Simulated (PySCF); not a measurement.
# G0W0@BP86/def2-SVP run of Si2H4OF2 (SMILES F[SiH2]O[SiH2]F)

We compute quasiparticle levels of Si2H4OF2. 

The results are computed with PySCF 2.14.0.

6 further runs of the same task are left out: 6 set aside as unsound or not needed.

## (1) The system as given

The species is Si2H4OF2 (9 atoms), meant as a singlet with charge 0. SMILES: `F[SiH2]O[SiH2]F`. The coordinates come from a PBE0-D4/def2-TZVP relaxation. This is one conformer, not always the lowest.

Bond lengths: F1–Si2 1.593 Å, Si2–O3 1.622 Å, O3–Si4 1.622 Å, Si4–F5 1.593 Å, Si2–H6 1.477 Å, Si2–H7 1.476 Å, Si4–H8 1.476 Å, Si4–H9 1.477 Å. Some angles: F1–Si2–O3 109.2°, Si2–O3–Si4 153.0°, O3–Si4–F5 109.2°, F1–Si2–H6 107.6°, F1–Si2–H7 107.9°, O3–Si2–H6 110.2°, O3–Si2–H7 108.4°, O3–Si4–H8 108.4°, O3–Si4–H9 110.2°, F5–Si4–H8 107.9°.

## (2) Quasiparticle levels at G0W0@BP86/def2-SVP

File input.py:

```python
from pyscf import gto, dft, gw

mol = gto.M(
    atom='''
F      1.973900     0.519200     1.257600
Si     1.469300     0.540000    -0.253200
O      0.064600    -0.263500    -0.357600
Si    -1.433700    -0.625300     0.146300
F     -2.221800     0.723500     0.458000
H      1.277800     1.952100    -0.641500
H      2.472100    -0.164200    -1.075800
H     -2.139100    -1.319900    -0.948300
H     -1.374700    -1.408200     1.397300
''',
    charge=0,
    verbose=4,
    max_memory=1860,
    basis='def2-svp',
)

mf = dft.RKS(mol, xc='bp86')
mf.grids.level = 4
mf.conv_tol = 0.01
mf.kernel()

e_final = mf.e_tot
print('Final energy', e_final)

nocc = mol.nelec[0]
orbs = list(range(max(0, nocc - 2), min(mol.nao, nocc + 2)))
mygw = gw.GW(mf, freq_int='ac')
mygw.orbs = orbs
mygw.kernel()
print('orbital   mean field (eV)   quasiparticle (eV)')
for p in orbs:
    print('%4d %12.4f %12.4f' % (p + 1, mf.mo_energy[p] * 27.211386, mygw.mo_energy[p] * 27.211386))
```

Run with:

```
$ OMP_NUM_THREADS=1 python input.py
```

What values should one expect? Wanted: ground-state or mean-field energy; dipole moment; HOMO energy; LUMO energy; HOMO–LUMO gap; quasiparticle HOMO; quasiparticle LUMO.

**Answer.** As computed:

Level: G0W0@BP86/def2-SVP, 13 core orbitals frozen.

```
                               quantity          value
      ground-state or mean-field energy  -856.13569 Eh
 dipole moment (BP86 Kohn–Sham density)         1.30 D
  HOMO energy (BP86 Kohn–Sham orbitals)       -7.90 eV
  LUMO energy (BP86 Kohn–Sham orbitals)        0.01 eV
HOMO–LUMO gap (BP86 Kohn–Sham orbitals)        7.91 eV
                     quasiparticle HOMO      -11.25 eV
                     quasiparticle LUMO        3.51 eV
```
